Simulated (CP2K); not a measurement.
## InAs: one setting at a time in CP2K

Simulated with CP2K 2026.2. This is a test of settings. The cell began as a measured structure and was relaxed with r2SCAN in plane waves (Ansatz 0.2.0). All runs are without spin polarisation.

The symmetry is F-43m (No. 216, cubic); conventional cell a = 6.109 Å, 28.50 Å³ an atom. In is surrounded by 4 As at 2.65 Å; As is surrounded by 4 In at 2.65 Å.

The base run uses PBE in the DZVP-MOLOPT-SR basis.

```
&GLOBAL
 PROJECT run
 RUN_TYPE ENERGY_FORCE
 PRINT_LEVEL LOW
&END GLOBAL
&FORCE_EVAL
 METHOD QS
 STRESS_TENSOR ANALYTICAL
 &DFT
  BASIS_SET_FILE_NAME BASIS_MOLOPT
  POTENTIAL_FILE_NAME GTH_POTENTIALS
  &QS
   EXTRAPOLATION USE_GUESS
  &END QS
  &MGRID
   CUTOFF 350
   REL_CUTOFF 50
  &END MGRID
  &XC
   &XC_FUNCTIONAL PBE
   &END XC_FUNCTIONAL
  &END XC
  &KPOINTS
   SCHEME MONKHORST-PACK 5 5 5
   SYMMETRY F
   FULL_GRID F
  &END KPOINTS
  &SCF
   ADDED_MOS 8
   EPS_SCF 1e-6
   MAX_SCF 80
   &DIAGONALIZATION
   &END DIAGONALIZATION
   &MIXING
    METHOD BROYDEN_MIXING
    ALPHA 0.3
   &END MIXING
   &SMEAR
    METHOD FERMI_DIRAC
    ELECTRONIC_TEMPERATURE [K] 232
   &END SMEAR
   &PRINT
    &ITERATION_INFO
    &END ITERATION_INFO
   &END PRINT
  &END SCF
  &PRINT
   &BAND_STRUCTURE
    FILE_NAME bands.bs
    ADDED_MOS 6
    &KPOINT_SET
     UNITS B_VECTOR
     SPECIAL_POINT 0.00000000 0.00000000 0.00000000
     NPOINTS 0
    &END KPOINT_SET
    &KPOINT_SET
     UNITS B_VECTOR
     SPECIAL_POINT -0.50000000 -0.50000000 0.00000000
     NPOINTS 0
    &END KPOINT_SET
    &KPOINT_SET
     UNITS B_VECTOR
     SPECIAL_POINT -0.37500000 -0.37500000 0.25000000
     NPOINTS 0
    &END KPOINT_SET
    &KPOINT_SET
     UNITS B_VECTOR
     SPECIAL_POINT -0.37500000 0.00000000 0.37500000
     NPOINTS 0
    &END KPOINT_SET
    &KPOINT_SET
     UNITS B_VECTOR
     SPECIAL_POINT 0.00000000 0.00000000 0.50000000
     NPOINTS 0
    &END KPOINT_SET
    &KPOINT_SET
     UNITS B_VECTOR
     SPECIAL_POINT -0.50000000 -0.25000000 0.25000000
     NPOINTS 0
    &END KPOINT_SET
   &END BAND_STRUCTURE
  &END PRINT
 &END DFT
 &SUBSYS
  &CELL
   A 4.31984486 0.00000000 0.00000000
   B 2.15992243 3.74109538 0.00000000
   C 2.15992243 1.24703180 3.52713855
  &END CELL
  &COORD
   SCALED
   In -0.00000000 0.00000000 0.00000000
   As 0.25000000 0.25000000 0.25000000
  &END COORD
  &KIND In
   BASIS_SET DZVP-MOLOPT-SR-GTH
   POTENTIAL GTH-PBE
  &END KIND
  &KIND As
   BASIS_SET DZVP-MOLOPT-SR-GTH
   POTENTIAL GTH-PBE
  &END KIND
 &END SUBSYS
 &PRINT
  &STRESS_TENSOR
  &END STRESS_TENSOR
  &FORCES
  &END FORCES
 &END PRINT
&END FORCE_EVAL
```

Command: `cp2k.psmp -i run.inp`. It took 12 s on 2 threads of Arm Neoverse V2 (shared host), peak memory 0.26 GiB.

It converged with no gap at the points read and a pressure of 2.86 GPa (positive in compression). Pressures on CP2K's grid carry noise of some tenths of a GPa.

Each further run moved one setting: KPOINTS (Monkhorst-Pack mesh); XC_FUNCTIONAL (functional, with the PBE potentials kept); CUTOFF (density grid cutoff in Ry); ELECTRONIC_TEMPERATURE (smearing temperature in K); CHARGE (charge of the cell). Changes are from the base run, which isn't itself converged in every setting; energies of another Hamiltonian, functional, basis or charge aren't compared, and those at a high electronic temperature are mostly its entropy term. CP2K's gap is over the listed points.

```tsv
setting	how it ended	gap change (eV)	energy change (meV/atom)	pressure change (GPa)	time (s)
KPOINTS = 2x2x2	converged	0.00	45.9	0.01	9.1
XC_FUNCTIONAL = BP	converged	0.00	–	0.43	11
CUTOFF = 120	converged	0.00	1.6	0.32	14
ELECTRONIC_TEMPERATURE = 50	converged	0.00	0.2	0.00	12
KPOINTS = 4x4x4	converged	0.00	-21.6	-0.21	10
CHARGE = 1 (poor on purpose)	converged	–	–	–	12
```

ELECTRONIC_TEMPERATURE = 50 changes nothing that matters here.

Spin-orbit coupling is left out, which matters wherever the heavy atoms make up the band edges.
